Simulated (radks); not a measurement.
**Excited configurations of Cs³⁺**

One table from this session's results is given with a row withheld; the runs are named, their logs left out.

The numbers are computed with radks (a radial shooting solver on a logarithmic mesh, Libxc functionals) version 1 (Dirac Kohn-Sham, PBE, spin-unpolarised, spherical densities, point nucleus; open shells fill j = l - 1/2 first), except any that are marked as measured or tabulated.

## The system

```
element       : caesium (Z = 55)
charge        : +3
electrons     : 52
configuration : [Kr] 4d10 5s2 5p4
```

Set-up of the first run:

Input:

```text
Z 55
configuration [Kr] 4d10 5s2 5p4
relativity Dirac
functional pbe,pbe
spin unpolarised
j_filling energy
nucleus point
c 137.035999084
```

Among the steps run: Ground configuration: [Kr] 4d10 5s2 5p4.

One table of the session follows, with a row left open; its other results are not shown here.

It belongs to the step «Ground configuration: [Kr] 4d10 5s2 5p4». Radial moments (bohr):

```
level     <r>  outermost maximum (interpolated)  90 % within  nodes
4s1/2  0.6944                             0.643        0.999      3
4p1/2  0.7201                             0.657         1.05      2
4p3/2  0.7475                             0.681         1.09      2
4d3/2  0.8281                             0.716         1.25      1
4d5/2  0.8382                             0.724         1.27      1
5s1/2   1.673                              1.52         2.39      4
5p1/2       ?                                 ?            ?      ?
5p3/2   1.940                              1.74         2.80      3
```

**Question.** Estimate the row for 5p1/2.

As computed: <r>: 1.871; outermost maximum (interpolated): 1.67; 90 % within: 2.70; nodes: 3. In the column «<r>» it lies between 5s1/2 (1.673) and 5p3/2 (1.940).

Limits of these values: Spin polarisation and multiplet splitting are left out, so open shells lie too high by an amount that depends on their filling.
